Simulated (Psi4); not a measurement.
# Si4 (SMILES [Si]1[Si][Si][Si]1): a chain of runs, part 2 of 2

Psi4 1.11.

### 5 The excited states at TD-B3LYP/6-31G(d) (density fitting, Cartesian functions, save jk yes) (run 4)

si4.xyz reads:

```xyz
4
Si4
Si     1.134958    -0.535145     1.542127
Si    -0.854295     0.399025     0.767252
Si    -1.135018     0.535256    -1.542047
Si     0.854354    -0.399126    -0.767332
```

job.py reads:

```python
import psi4

psi4.set_memory('1600 MB')
psi4.set_num_threads(1)
psi4.core.set_output_file('psi4.out', False)

with open('si4.xyz') as f:
    atoms = ''.join(f.readlines()[2:])
mol = psi4.geometry('0 1\n' + atoms + '')

psi4.set_options(dict(basis='6-31G*', save_jk=True))

from psi4.driver.procrouting.response.scf_response import tdscf_excitations
e, wfn = psi4.energy("b3lyp", return_wfn=True)
states = tdscf_excitations(wfn, states=4, tda=False)
for k, s in enumerate(states, 1):
    print(f"root {k}: {s['EXCITATION ENERGY'] * 27.211386:.4f} eV  f = {s['OSCILLATOR STRENGTH (LEN)']:.4f}  {s['SYMMETRY']}")
print('E =', round(e, 9))
```

Command:

```bash
$ python job.py
```

psi4.out:

```text
=> Loading Basis Set <=

    Name: 6-31G*
    Role: ORBITAL
    Keyword: BASIS

         ---------------------------------------------------------
                                   SCF
                              RKS Reference
                        1 Threads,   1525 MiB Core
         ---------------------------------------------------------

  ==> Geometry <==

    Molecular point group: c1
    Full point group: C1

    Geometry (in Angstrom), charge = 0, multiplicity = 1:

       Center              X                  Y                   Z               Mass
    ------------   -----------------  -----------------  -----------------  -----------------
         SI           1.134958250000    -0.535147500000     1.542127000000    27.976926534650
         SI          -0.854294750000     0.399022500000     0.767252000000    27.976926534650
         SI          -1.135017750000     0.535253500000    -1.542047000000    27.976926534650
         SI           0.854354250000    -0.399128500000    -0.767332000000    27.976926534650

  Running in c1 symmetry.

  Rotational constants: A =      0.20386  B =      0.07622  C =      0.05548 [cm^-1]
  Rotational constants: A =   6111.55002  B =   2285.05513  C =   1663.19941 [MHz]
  Nuclear repulsion =  246.774381820431017

  Charge       = 0
  Multiplicity = 1
  Electrons    = 56
  Nalpha       = 28
  Nbeta        = 28

  ==> Algorithm <==

  SCF Algorithm Type is DF.
  DIIS enabled.
  MOM disabled.
  Fractional occupation disabled.
  Guess Type is SAD.
  Energy threshold   = 1.00e-06
  Density threshold  = 1.00e-06
  Integral threshold = 1.00e-12

  ==> Primary Basis <==

  Basis Set: 6-31G*
    Blend: 6-31G*
    Number of shells: 32
    Number of basis functions: 76
    Number of Cartesian functions: 76
    Spherical Harmonics?: false
    Max angular momentum: 2

  ==> DFT Potential <==

   => LibXC <=

    Version 7.1.2

   => Composite Functional: B3LYP <=

    B3LYP Hyb-GGA Exchange-Correlation Functional

    Deriv               =              1
    GGA                 =           TRUE
    Meta                =          FALSE

    Exchange Hybrid     =           TRUE
    MP2 Hybrid          =          FALSE

   => Exchange Functionals <=

    0.0800   Slater exchange
    0.7200         Becke 88

   => Exact (HF) Exchange <=

    0.2000               HF

   => Correlation Functionals <=

    0.1900   Vosko, Wilk & Nusair (VWN5_RPA)
    0.8100   Lee, Yang & Parr

   => LibXC Density Thresholds  <==

    XC_HYB_GGA_XC_B3LYP:  1.00E-15

   => Molecular Quadrature <=

    Radial Scheme          =       TREUTLER
    Pruning Scheme         =           NONE
    Nuclear Scheme         =       TREUTLER

    Blocking Scheme        =         OCTREE
    BS radius alpha        =              1
    Pruning alpha          =              1
    Radial Points          =             75
    Spherical Points       =            302
    Total Points           =          83450
    Total Blocks           =            702
    Max Points             =            256
    Max Functions          =             73
    Weights Tolerance      =       1.00E-15

   => Loading Basis Set <=

    Name: (6-31G* AUX)
    Role: JKFIT
    Keyword: DF_BASIS_SCF

  ==> Integral Setup <==

  DFHelper Memory: AOs need 0.025 GiB; user supplied 0.964 GiB.
  SCF_SUBTYPE=INCORE selected. In-core MEM_DF algorithm will be used.
  Using in-core AOs.

  ==> MemDFJK: Density-Fitted J/K Matrices <==

    J tasked:                   Yes
    K tasked:                   Yes
    wK tasked:                   No
    Memory [MiB]:               986
    Algorithm:                 Core
    Schwarz Cutoff:           1E-12
    Mask sparsity (%):       1.0388
    Fitting Condition:        1E-10

   => Auxiliary Basis Set <=

  Basis Set: (6-31G* AUX)
    Blend: CC-PVDZ-JKFIT
    Number of shells: 144
    Number of basis functions: 520
    Number of Cartesian functions: 520
    Spherical Harmonics?: false
    Max angular momentum: 3

  Cached 100.0% of DFT collocation blocks in 0.154 [GiB].

  Minimum eigenvalue in the overlap matrix is 7.0098603656E-03.
  Reciprocal condition number of the overlap matrix is 1.0516302444E-03.
    Using symmetric orthogonalization.

  ==> Pre-Iterations <==

  SCF Guess: Superposition of Atomic Densities via on-the-fly atomic UHF (no occupation information).

   -------------------------
    Irrep   Nso     Nmo
   -------------------------
     A         76      76
   -------------------------
    Total      76      76
   -------------------------

  ==> Iterations <==

                           Total Energy        Delta E     RMS |[F,P]|

   @DF-RKS iter SAD: -1157.54722443965852   -1.15755e+03   0.00000e+00
   @DF-RKS iter   1: -1157.75705531603717   -2.09831e-01   5.08409e-03 ADIIS/DIIS
   @DF-RKS iter   2: -1157.72291049667888    3.41448e-02   5.62762e-03 ADIIS/DIIS
   @DF-RKS iter   3: -1157.88738025850989   -1.64470e-01   6.75258e-04 ADIIS/DIIS
   @DF-RKS iter   4: -1157.88958303884397   -2.20278e-03   2.13606e-04 ADIIS/DIIS
   @DF-RKS iter   5: -1157.88982406850710   -2.41030e-04   2.23484e-05 DIIS
   @DF-RKS iter   6: -1157.88982615719647   -2.08869e-06   3.61440e-06 DIIS
   @DF-RKS iter   7: -1157.88982611145298    4.57435e-08   4.64597e-06 DIIS
   @DF-RKS iter   8: -1157.88982623285938   -1.21406e-07   1.99640e-07 DIIS
  Energy and wave function converged.

  ==> Post-Iterations <==

   Electrons on quadrature grid:
      Ntotal   =   55.9999892558 ; deviation = -1.074e-05

    Orbital Energies [Eh]
    ---------------------

    Doubly Occupied:

       1A    -66.157995     2A    -66.157988     3A    -66.131513
       4A    -66.131488     5A     -5.305226     6A     -5.305212
       7A     -5.283298     8A     -5.283276     9A     -3.666135
      10A     -3.666130    11A     -3.662574    12A     -3.662567
      13A     -3.659653    14A     -3.659648    15A     -3.643617
      16A     -3.643601    17A     -3.640456    18A     -3.640103
      19A     -3.638801    20A     -3.638787    21A     -0.611499
      22A     -0.489665    23A     -0.411958    24A     -0.339181
      25A     -0.262474    26A     -0.257893    27A     -0.234333
      28A     -0.226982

    Virtual:

      29A     -0.138222    30A     -0.090992    31A     -0.085507
      32A     -0.041620    33A      0.006052    34A      0.007930
      35A      0.036289    36A      0.056730    37A      0.137781
      38A      0.175346    39A      0.191036    40A      0.197344
      41A      0.221468    42A      0.240449    43A      0.255211
      44A      0.258207    45A      0.266797    46A      0.267444
      47A      0.276625    48A      0.301835    49A      0.331576
      50A      0.359147    51A      0.360993    52A      0.366975
      53A      0.445532    54A      0.457710    55A      0.470701
      56A      0.490607    57A      0.527337    58A      0.567414
      59A      0.576102    60A      0.610324    61A      0.647868
      62A      0.661988    63A      0.699588    64A      0.713480
      65A      0.717310    66A      0.737542    67A      0.773946
      68A      0.929470    69A      0.934936    70A      0.980385
      71A      0.994548    72A      1.025564    73A      2.764402
      74A      2.894132    75A      2.930980    76A      2.971911

    Final Occupation by Irrep:
              A
    DOCC [    28 ]
    NA   [    28 ]
    NB   [    28 ]

  @DF-RKS Final Energy: -1157.88982623285938

   => Energetics <=

    Nuclear Repulsion Energy =            246.7743818204310173
    One-Electron Energy =               -2096.5474515338355559
    Two-Electron Energy =                 759.1998745505505894
    DFT Exchange-Correlation Energy =     -67.3166310700055988
    Empirical Dispersion Energy =           0.0000000000000000
    VV10 Nonlocal Energy =                  0.0000000000000000
    Total Energy =                      -1157.8898262328596047

Computation Completed

Properties will be evaluated at   0.000000,   0.000000,   0.000000 [a0]

Properties computed using the SCF density matrix

 Multipole Moments:

 ------------------------------------------------------------------------------------
     Multipole            Electronic (a.u.)      Nuclear  (a.u.)        Total (a.u.)
 ------------------------------------------------------------------------------------

 L = 1.  Multiply by 2.5417464519 to convert [e a0] to [Debye]
 Dipole X            :         -0.0001256            0.0000000           -0.0001256
 Dipole Y            :          0.0000191           -0.0000000            0.0000191
 Dipole Z            :         -0.0000687            0.0000000           -0.0000687
 Magnitude           :                                                    0.0001444

 ------------------------------------------------------------------------------------

	total time  =          4 seconds =       0.07 minutes

******************************************************************************************
**********                               WARNING                                **********
**********       The names of excited state variables changed between 1.5       **********
**********     and 1.6. For a quick solution, remove the symmetry specifier     **********
**********   from the variable name. For full details, see 'Notes on Psivars'   **********
**********                        in the documentation.                         **********
******************************************************************************************

         ---------------------------------------------------------
                         TDSCF excitation energies
         ---------------------------------------------------------

  ==> Options <==

     Residual threshold  : 1.0000e-04
     Initial guess       : denominators
     Reference           : RHF
     Solver type         : RPA (Hamiltonian)

  ==> Requested Excitations <==

      4 singlet states with A symmetry

  ==> Seeking the lowest 4 singlet states with A symmetry

                        Generalized Hamiltonian Solver

  ==> Options <==

    Max number of iterations        = 60
    Eigenvector tolerance           = 1.0000e-04
    Max number of expansion vectors = 800

  => Iterations <=
                              Max[D[value]]     Max[|R|]   # vectors
  HamiltonianSolver iter   1:   9.94664e-02  8.68518e-02     16
  HamiltonianSolver iter   2:   2.98206e-03  2.15414e-02     24
  HamiltonianSolver iter   3:   1.78184e-04  4.24039e-03     32
  HamiltonianSolver iter   4:   6.85076e-06  4.09451e-04     40
  HamiltonianSolver iter   5:   3.99064e-08  9.09956e-05     44      Converged

******************************************************************************************
**********                               WARNING                                **********
**********  Length-gauge rotatory strengths are **NOT** gauge-origin invariant  **********
******************************************************************************************

                                    Excitation Energy         Total Energy        Oscillator Strength             Rotatory Strength
     #   Sym: GS->ES (Trans)        au              eV              au          au (length)    au (velocity)    au (length)    au (velocity)
    ---- -------------------- --------------- --------------- --------------- --------------- --------------- --------------- ---------------
     1        A->A (1 A)       0.05508         1.49891        -1157.83474      0.0097          0.0739          0.0000          0.0000
     2        A->A (1 A)       0.05918         1.61043        -1157.83064      0.0000          0.0000         -0.0000         -0.0000
     3        A->A (1 A)       0.08138         2.21440        -1157.80845      0.0000          0.0000          0.0000          0.0000
     4        A->A (1 A)       0.09912         2.69729        -1157.79070      0.0000          0.0000         -0.0000         -0.0000

Contributing excitations and de-excitations
Only contributions with abs(coeff) > 1.00e-01 will be printed:

Excited State    1 (1 A):   0.05508 au   827.16 nm f = 0.0097
  Sums of squares: Xssq =  1.011488e+00; Yssq =  1.148834e-02; Xssq - Yssq =  1.000000e+00
     28a  ->  29a     1.004239 (100.850%)

Excited State    2 (1 A):   0.05918 au   769.88 nm f = 0.0000
  Sums of squares: Xssq =  1.000232e+00; Yssq =  2.318051e-04; Xssq - Yssq =  1.000000e+00
     27a  ->  29a     0.999799 (99.960%)

Excited State    3 (1 A):   0.08138 au   559.90 nm f = 0.0000
  Sums of squares: Xssq =  1.002221e+00; Yssq =  2.220578e-03; Xssq - Yssq =  1.000000e+00
     26a  ->  29a    -0.989877 (97.986%)
     27a  ->  30a    -0.137780 ( 1.898%)

Excited State    4 (1 A):   0.09912 au   459.66 nm f = 0.0000
  Sums of squares: Xssq =  1.000197e+00; Yssq =  1.974115e-04; Xssq - Yssq =  1.000000e+00
     28a  ->  30a     0.999221 (99.844%)

******************************************************************************************
**********                               WARNING                                **********
**********       The names of excited state variables changed between 1.5       **********
**********     and 1.6. For a quick solution, remove the symmetry specifier     **********
**********   from the variable name. For full details, see 'Notes on Psivars'   **********
**********                        in the documentation.                         **********
******************************************************************************************
```

Standard output:

```text
root 1: 1.4989 eV  f = 0.0097  A
root 2: 1.6104 eV  f = 0.0000  A
root 3: 2.2144 eV  f = 0.0000  A
root 4: 2.6973 eV  f = 0.0000  A
E = -1157.889826233
```

Wall time 13 s (1 thread of Intel Xeon Platinum 8259CL at 2.50GHz (Skylake/Cascade Lake), shared host); peak memory 0.39 GiB.

The roots found:

```
excited state  energy (eV)  strength  label
            1        1.499    0.0097    A 1
            2        1.610    0.0000    A 1
            3        2.214    0.0000    A 1
            4        2.697    0.0000    A 1
```

### 6 Outcome

The summary covers parts 1 to 2.

| quantity | value |
| --- | --- |
| run 1, B3LYP/6-31G*: total energy at the end | -1157.88983 Eh |
| run 1, B3LYP/6-31G*: dipole moment | 0.00 D |
| run 1, B3LYP/6-31G*: HOMO energy | -6.18 eV |
| run 1, B3LYP/6-31G*: LUMO energy | -3.76 eV |
| run 1, B3LYP/6-31G*: HOMO–LUMO gap | 2.42 eV |
| run 2, B3LYP/6-31G*: lowest harmonic wavenumber | 103 cm⁻¹ |
| run 2, B3LYP/6-31G*: highest harmonic wavenumber | 495 cm⁻¹ |
| run 2, B3LYP/6-31G*: zero-point energy | 12.4 kJ/mol |
| run 2, B3LYP/6-31G*: ideal-gas entropy at 298.15 K (symmetry number 4 as used) | 73.1 cal/(mol K) |
| run 3, CCSD(T)/cc-pVDZ: total energy | -1156.03489 Eh |
| run 3, CCSD(T)/cc-pVDZ: HOMO energy (Hartree–Fock orbitals) | -8.26 eV |
| run 3, CCSD(T)/cc-pVDZ: LUMO energy (Hartree–Fock orbitals) | -0.82 eV |
| run 3, CCSD(T)/cc-pVDZ: HOMO–LUMO gap (Hartree–Fock orbitals) | 7.44 eV |
| run 3, CCSD(T)/cc-pVDZ: correlation energy (20 core orbitals frozen) | -410.4 mEh |
| run 3, CCSD(T)/cc-pVDZ: (T) correction | -29.40 mEh |
| run 3, CCSD(T)/cc-pVDZ: T1 diagnostic | 0.019 |
| run 4, TD-B3LYP/6-31G*: ground-state or mean-field energy | -1157.88983 Eh |
| run 4, TD-B3LYP/6-31G*: dipole moment (B3LYP Kohn–Sham density) | 0.00 D |
| run 4, TD-B3LYP/6-31G*: HOMO energy (B3LYP Kohn–Sham orbitals) | -6.18 eV |
| run 4, TD-B3LYP/6-31G*: LUMO energy (B3LYP Kohn–Sham orbitals) | -3.76 eV |
| run 4, TD-B3LYP/6-31G*: HOMO–LUMO gap (B3LYP Kohn–Sham orbitals) | 2.42 eV |
| run 4, TD-B3LYP/6-31G*: lowest excitation energy | 1.50 eV |

What this shows: The optimisation (run 1, B3LYP/6-31G*) took 6 steps and changed the energy by -0.132 eV. All 6 modes (run 2, B3LYP/6-31G*) are real, so the shape is a minimum at this level. The triples (run 3, CCSD(T)/cc-pVDZ) make up 7.2 % of the correlation energy.
